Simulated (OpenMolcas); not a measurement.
# TiNH2Cl3 (SMILES [NH2][Ti]([Cl])([Cl])[Cl]): levels of theory compared

Wanted: a comparison of 6 runs (HF/def2-SVP, B3LYP/def2-SVP, PBE/def2-SVP, PBE0/def2-SVP, B3LYP/6-31G*, MP2/def2-SVP) of TiNH2Cl3. 

Program for the calculation: OpenMolcas 26.06.

1 further run of the same task is left out (it didn't finish).

### 1 The molecule

The species is TiNH2Cl3 (7 atoms), meant as a singlet with charge 0. As SMILES, `[NH2][Ti]([Cl])([Cl])[Cl]`. Geometry: relaxed at PBE0-D4/def2-TZVP.

Bond lengths: N1–Ti2 1.838 Å, Ti2–Cl3 2.181 Å, Ti2–Cl4 2.192 Å, Ti2–Cl5 2.181 Å, N1–H6 1.012 Å, N1–H7 1.012 Å. Angles: N1–Ti2–Cl3 107.1°, N1–Ti2–Cl4 109.3°, N1–Ti2–Cl5 107.2°, Cl3–Ti2–Cl4 109.6°, Cl3–Ti2–Cl5 114.1°, Cl4–Ti2–Cl5 109.4°, Ti2–N1–H6 124.2°, Ti2–N1–H7 124.2°, H6–N1–H7 111.5°.

### 2 Energy and gradient at HF/def2-SVP (run 1)

input.xyz reads:

```xyz
7

N     -0.676400     0.479600     0.813100
Ti     0.416000    -0.273300    -0.459100
Cl     1.922500    -1.442100     0.599700
Cl    -0.771400    -1.594700    -1.742800
Cl     1.232300     1.358700    -1.654500
H     -1.200200     1.334700     0.679200
H     -0.861700     0.068900     1.718900
```

mol.inp reads:

```
&GATEWAY
 BasLib
 $CurrDir
 Coord
 input.xyz
 Basis
 def2-SVP
 Group
 NoSym

&SEWARD

&SCF
 Thresholds
 1e-10 1e-07 1e-07 1e-05
 PrOrbitals
 1 2

&ALASKA
```

The basis set def2-SVP is read from a file made from the Basis Set Exchange's data (not shown).

On the command line:

```
export MOLCAS_MEM=1860
pymolcas mol.inp > mol.log
```

Output:

```text
--- Start Module: gateway ---
[...]
--- Stop Module: gateway /rc=_RC_ALL_IS_WELL_ ---
[...]
      Basis functions          109
[...]
--- Start Module: scf ---
[...]
       Convergence after  16 Iterations
[...]
::    Total SCF energy                              -2282.1409421215
[...]
      Total spin, S                                     0.0000000000
[...]
      Total electronic charge=   82.000000
      Total            charge=   -0.000000
[...]
      Dipole Moment (debye):
      Origin of the operator (angstrom)=    0.5433   -0.3769   -0.6279
                   X= -1.7868E+00               Y=  1.4197E+00               Z=  2.3314E+00           Total=  3.2624E+00
      Quadrupole Moment (debye*angstrom):
[...]
--- Stop Module: scf /rc=_RC_ALL_IS_WELL_ ---
[...]
--- Start Module: alaska ---
[...]
 *              Molecular gradients               *
 **************************************************
  Irreducible representation: a
 ------------------------------------------------------------------------------------------
                              X                       Y                       Z
 ------------------------------------------------------------------------------------------
  N1               -6.32804593022751E-03    4.27727958044866E-03    7.17237653555358E-03
  TI2               1.48993080074264E-02   -8.41310353700608E-03   -1.48918068869497E-02
  CL3              -4.10063363526803E-03    2.85316292939086E-03   -2.81733614467328E-03
  CL4               2.28647559115558E-03    3.04493392716410E-03    3.07301060724186E-03
  CL5              -2.33854134286027E-03   -4.27566009274116E-03    2.94494340669615E-03
  H6               -3.03085371816714E-03    4.33245059420084E-03   -2.76706227319942E-04
  H7               -1.38770897214502E-03   -1.81906340122318E-03    4.79551870971839E-03
 ------------------------------------------------------------------------------------------
--- Stop Module: alaska /rc=_RC_ALL_IS_WELL_ ---
[...]
```

Wall time 14 s (1 thread of Intel Xeon 6975P-C (Granite Rapids), shared host); peak memory 0.64 GiB.

### 3 Energy and gradient at B3LYP/def2-SVP (run 2)

struct.xyz reads:

```xyz
7

N     -0.676400     0.479600     0.813100
Ti     0.416000    -0.273300    -0.459100
Cl     1.922500    -1.442100     0.599700
Cl    -0.771400    -1.594700    -1.742800
Cl     1.232300     1.358700    -1.654500
H     -1.200200     1.334700     0.679200
H     -0.861700     0.068900     1.718900
```

run.inp reads:

```
&gateway
baslib = $CurrDir
coord = struct.xyz
basis = def2-SVP
group = NoSym
&seward
gridinput
Grid=UltraFine
End of Grid
&scf
ksdft = B3LYP
thresholds = 1e-10 1e-07 1e-07 1e-05
prorbitals = 1 1
&alaska
```

The basis set def2-SVP is read from a file made from the Basis Set Exchange's data (not shown).

On the command line:

```
export MOLCAS_MEM=1860
pymolcas run.inp > run.log
```

Output:

```text
--- Start Module: gateway ---
[...]
--- Stop Module: gateway /rc=_RC_ALL_IS_WELL_ ---
[...]
      Basis functions          109
[...]
--- Start Module: scf ---
[...]
       Convergence after  19 Iterations
[...]
::    Total KS-DFT energy                           -2285.7368391102
[...]
      Total spin, S                                     0.0000000000
[...]
      Total electronic charge=   82.000000
      Total            charge=   -0.000000
[...]
      Dipole Moment (debye):
      Origin of the operator (angstrom)=    0.5433   -0.3769   -0.6279
                   X= -1.6566E+00               Y=  1.3707E+00               Z=  2.2321E+00           Total=  3.0993E+00
      Quadrupole Moment (debye*angstrom):
[...]
--- Stop Module: scf /rc=_RC_ALL_IS_WELL_ ---
[...]
--- Start Module: alaska ---
[...]
 *              Molecular gradients               *
 **************************************************
  Irreducible representation: a
 ------------------------------------------------------------------------------------------
                              X                       Y                       Z
 ------------------------------------------------------------------------------------------
  N1               -5.18691124416115E-03    3.12156400305508E-03    5.45243383652405E-03
  TI2               1.41440301241857E-03   -1.07294041700001E-03   -1.74504190473712E-03
  CL3              -2.45075000239581E-03    1.81557139218569E-03   -1.96263781156247E-03
  CL4               2.27636054686542E-03    2.25295692340310E-03    2.05615906138945E-03
  CL5              -1.32384645400663E-03   -2.90397750482541E-03    1.79382310497544E-03
  H6                3.91926237167173E-03   -6.41187327210879E-03    1.14230620630269E-03
  H7                1.35148176992983E-03    3.19869887529123E-03   -6.73704249310703E-03
 ------------------------------------------------------------------------------------------
--- Stop Module: alaska /rc=_RC_ALL_IS_WELL_ ---
[...]
```

Run time: 33 s. Hardware: 1 thread of Intel Xeon 6975P-C (Granite Rapids), shared host; peak memory 0.64 GiB.

Runs 3 to 5 aren't shown in full; the table further down has their settings and results.

### 4 The energy at MP2/def2-SVP (run 6)

calc.inp reads:

```
* Cl3H2NTi MP2

&GATEWAY
 BasLib=$CurrDir
 Coord
 7
 bohr
 N     -1.27821075     0.90631265     1.53653631
 Ti     0.78612607    -0.51646215    -0.86757326
 Cl     3.63299847    -2.72517404     1.13326876
 Cl    -1.45773473    -3.01354625    -3.29341469
 Cl     2.32870950     2.56757089    -3.12655187
 H     -2.26804929     2.52221746     1.28350198
 H     -1.62837700     0.13020213     3.24825024
 Basis=def2-SVP
 Group=NoSym

&SEWARD

&SCF
 Thresholds=1e-10 1e-07 1e-07 1e-05
 PrOrbitals=1 2

&MBPT2
 Frozen=21
```

The basis set def2-SVP is read from a file made from the Basis Set Exchange's data (not shown).

On the command line:

```
export MOLCAS_MEM=1860
pymolcas calc.inp > calc.log
```

Output:

```text
--- Start Module: gateway ---
[...]
--- Stop Module: gateway /rc=_RC_ALL_IS_WELL_ ---
[...]
      Basis functions          109
[...]
--- Start Module: scf ---
[...]
       Convergence after  16 Iterations
[...]
::    Total SCF energy                              -2282.1409421215
[...]
      Total spin, S                                     0.0000000000
[...]
      Total electronic charge=   82.000000
      Total            charge=   -0.000000
[...]
      Dipole Moment (debye):
      Origin of the operator (angstrom)=    0.5433   -0.3769   -0.6279
                   X= -1.7868E+00               Y=  1.4197E+00               Z=  2.3314E+00           Total=  3.2624E+00
      Quadrupole Moment (debye*angstrom):
[...]
--- Stop Module: scf /rc=_RC_ALL_IS_WELL_ ---
[...]
--- Start Module: mbpt2 ---
[...]
WARNING!
Default frozen orbitals as non valence orbitals is overwritten by user input.
Default values:  22
[...]
       Reference weight ( Cref**2 )         =        0.74953
::    Total MBPT2 energy                            -2283.0342845446
[...]
      Total MBPT2 calculations                           0.52      0.59
--- Stop Module: mbpt2 /rc=_RC_ALL_IS_WELL_ ---
[...]
```

Run time: 11 s. Hardware: 1 thread of Intel Xeon 6975P-C (Granite Rapids), shared host; peak memory 0.64 GiB.

### 5 The series

```tsv
run	level	integration grid	Cartesian functions	energy (Eh)	dipole moment (D) of the reference	HOMO energy (eV)	LUMO energy (eV)	wall time
1	HF/def2-SVP	–	no	-2282.140942	3.26	-11.75	0.79	14 s
2	B3LYP/def2-SVP	UltraFine	no	-2285.736839	3.10	-7.99	-3.25	33 s
3	PBE/def2-SVP	UltraFine	no	-2284.843448	3.07	-6.86	-3.90	37 s
4	PBE0/def2-SVP	UltraFine	no	-2284.958834	3.21	-8.36	-3.15	32 s
5	B3LYP/6-31G* (Cartesian functions)	UltraFine	yes	-2286.207090	3.44	-8.18	-3.44	42 s
6	MP2/def2-SVP	–	no	-2283.034285	3.26	-11.75	0.79	11 s
```

### 6 What came out

| quantity | value |
| --- | --- |
| run 6: total energy | -2283.03428 Eh |
| run 6: dipole moment (mean-field density) | 3.26 D |
| run 6: HOMO energy (Hartree–Fock orbitals) | -11.75 eV |
| run 6: LUMO energy (Hartree–Fock orbitals) | 0.79 eV |
| run 6: HOMO–LUMO gap (Hartree–Fock orbitals) | 12.55 eV |
| run 6: correlation energy (21 core orbitals frozen) | -893.3 mEh |

Over runs 1, 2, 3, 4, 5 the dipole moment (its size) runs from 3.07 D (PBE/def2-SVP) to 3.44 D (B3LYP/6-31G*). The two ends differ in method and basis. Over runs 1, 2, 3, 4, 5 the HOMO–LUMO gap runs from 2.96 eV (PBE/def2-SVP) to 12.55 eV (HF/def2-SVP). Exact exchange widens orbital gaps. Totals of different functionals can't be ranked against each other. All runs together took 2.8 min, the longest 42 s.
